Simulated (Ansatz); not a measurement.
# TiH (quartet): wave-function methods side by side, def2-TZVP

How much of the correlation energy of TiH (quartet) does each wave-function method recover here?

Program: Ansatz 0.2.0, Gaussian basis. Level of theory: def2-TZVP, core rule «outside noble gas», up to 9 orbitals frozen. These are calculated values, not measurements.

The runs, in order: UHF; CCSD(T) on ROHF; CCSD(T) on UHF; CISD; CCSDT(Q) on ROHF; CCSDT(Q) on UHF; Full CI.

21 further runs of the same task are left out: 9 for a known fault of the program, 4 that didn't finish, 8 set aside as unsound or not needed.

### Step 1. The system

The geometry is a PBE0/def2-TZVP stationary point (not a proven minimum) of the parent state, kept for this charge and spin.

2 atoms, charge 0, spin multiplicity 4.

Atoms are counted from 1 here; the program's logs count them from 0.

Bond lengths: Ti1–H2 1.757 Å.

### Step 2. UHF

Contents of in.yaml:

```yaml
crystal:
  periodic: [false, false, false]
  atoms:
    - {symbol: Ti, position_ang: [0.000000, 0.000000, 0.000000]}
    - {symbol: H, position_ang: [0.000000, 0.000000, 1.756681]}
basis:
  gaussian: {orbitals: def2-TZVP}
magnetization: {spin_polarized: true, initial_magnetization: 3}
hamiltonian: {xc: hf}
output: {orbitals: {seedname: orbitals}}
```

On the command line:

```sh
$ ansatz run in.yaml --threads 1 --pin off --events-out ev --progress --plain --max-ram 2393MiB
```

The runs that follow: CCSD(T) on ROHF; CCSD(T) on UHF; CISD; CCSDT(Q) on ROHF; CCSDT(Q) on UHF; Full CI.

**Question.** What will the summary of the whole plan be? Wanted: FCI below the RHF energy; RMP2 from FCI; UMP2 from FCI; RCCSD from FCI; RCCSD(T) from FCI; UCCSD(T) from FCI; RCCSDT(Q) from FCI; UCCSDT(Q) from FCI; T1 diagnostic.

As calculated:

| quantity | value |
| --- | --- |
| FCI below the RHF energy | -1.6473 eV |
| RMP2 from FCI | +11.26 kcal/mol |
| UMP2 from FCI | +9.53 kcal/mol |
| RCCSD from FCI | +1.35 kcal/mol |
| RCCSD(T) from FCI | +0.40 kcal/mol |
| UCCSD(T) from FCI | -1.05 kcal/mol |
| RCCSDT(Q) from FCI | -0.35 kcal/mol |
| UCCSDT(Q) from FCI | -1.58 kcal/mol |
| levels within 1 kcal/mol (43 meV) | UCCSD, RCCSD(T), RCCSDT, RCCSDT(Q) |
| T1 diagnostic | 0.063 |
| effectively unpaired electrons | 3.17 |

What this shows: RCCSD(T) misses by +0.40 kcal/mol, 1.0 % of the correlation energy. CCSD(T) misses by +0.40 kcal/mol on the restricted determinant and by -1.05 kcal/mol on the unrestricted one; the two need not hold the same state or core. UCCSD, UCCSD(T), RCCSDT, UCCSDT, RCCSDT(Q), UCCSDT(Q) fall below full CI: unrestricted runs freeze a spin-polarised core, another one than full CI's, and coupled cluster isn't variational. The occupations are near whole numbers, but T1 = 0.063 shows that the orbitals relax strongly. These misses are within one basis, not against nature; the frozen cores of restricted and unrestricted runs differ, which can shift their rows.
